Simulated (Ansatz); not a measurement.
# Au on Pt (111)

This session takes Pt and sets out to cut and relax a (111) slab, then find where and how strongly Au adsorbs.

Method: DFT PBE, scalar-relativistic, plane waves, PAW, in Ansatz 0.2.0.

2 further runs of the same task are left out: 2 set aside as unsound or not needed.

## 1. Starting point

It takes space group Fm-3m (No. 225, cubic). Conventional cell: a = 3.970 Å, b = 3.970 Å, c = 3.970 Å, α = 90.00°, β = 90.00°, γ = 90.00°. Pt (site symmetry m-3m) is surrounded by 12 Pt at 2.81 Å.

Structure file:

```cif
data_structure
_symmetry_space_group_name_H-M 'P 1'
_symmetry_Int_Tables_number 1
_cell_length_a 2.8073
_cell_length_b 2.8073
_cell_length_c 2.8073
_cell_angle_alpha 60.000
_cell_angle_beta 60.000
_cell_angle_gamma 60.000
_cell_volume 15.64
loop_
_atom_site_label
_atom_site_type_symbol
_atom_site_fract_x
_atom_site_fract_y
_atom_site_fract_z
_atom_site_occupancy
Pt1 Pt 0.00000 0.00000 0.00000 1
```

This cell was relaxed beforehand with the same method: volume 15.64 Å³/atom, gap on the mesh none (metal).

## 2. The slab

Planes are indexed in the bulk's conventional cell (Fm-3m (No. 225)), a = 3.970 Å, b = 3.970 Å, c = 3.970 Å, α = 90.00°, β = 90.00°, γ = 90.00°.

A (111) slab, 6.9 Å thick as cut, with 17 Å of vacuum; its outer planes are Pt (top) and Pt (bottom).

The slab as cut. Layers, bottom to top:

```csv
plane,atoms per cell,height over the lowest (Å)
1,Pt,0.00
2,Pt,2.29
3,Pt,4.58
4,Pt,6.88
```

## 3. Relaxing the clean slab

input.yaml

```yaml
crystal:
  lattice:
    - [2.807294501, 0.0, 0.0]
    - [-1.4036472505, 2.4311883537, 0.0]
    - [0.0, 0.0, 23.8764390851]
  atoms:
    - { symbol: Pt, position: [0.6666666667, 0.3333333333, 0.3559994842] }
    - { symbol: Pt, position: [0.3333333333, 0.6666666667, 0.4519998281] }
    - { symbol: Pt, position: [0.0, 0.0, 0.5480001719] }
    - { symbol: Pt, position: [0.6666666667, 0.3333333333, 0.6440005158] }
basis:
  ecutwfc: 420
kpoints:
  mp_grid: { grid: [12, 12, 1] }
hamiltonian:
  xc: pbe
scf:
  occupations: { method: gaussian, width: 0.1 }
output:
  forces: true
  eigenvalues: true
  write_density: true
  write_potential: true
  elf: true
  volumetric_format: npy
relax:
  adjacent_minimum: "off"
  f_tol: 0.03
  max_steps: 70
  constraints: [{ sites: [0, 1] }]
efield:
  axis: 3
  dipole_correction: true
```

The run is started by

```bash
ansatz run input.yaml --threads 2 --pin off --max-ram 5120MiB --backend cpu --events-out ev --progress --plain --runs-dir out
```

The session goes on with these runs: start: Au, top (Pt); start: Au, hollow (nearest Pt); Au put at a bridge (Pt-Pt) site.

**Question.** What will these runs give? Wanted: clean slab: work function; Au: lowest end.

The runs gave:

```
                 quantity                                                                 value
clean slab: work function                                                               5.72 eV
           Au: lowest end  E_ads -3.27 eV, from the bridge (Pt-Pt) start, 3 bonded, 2.46 Å high
```

**Reading.** The strongest binding of Au is 3.27 eV, a strong chemical bond when counted from the free atom, not from the element's molecule or solid; the ends span 0.17 eV. On the way to the lowest end the anchoring atom slid 0.8 Å from where it was put. It lowers the work function by 0.38 eV, as a dipole layer with its positive end outwards does. The slab runs have no spin polarisation, while the free adsorbate has its spin; a moment that survived on the surface would lower E_ads. A start on a symmetric site keeps its symmetry, so an end may be a saddle point and not a minimum. Spin-orbit coupling is left out for Au, Pt.
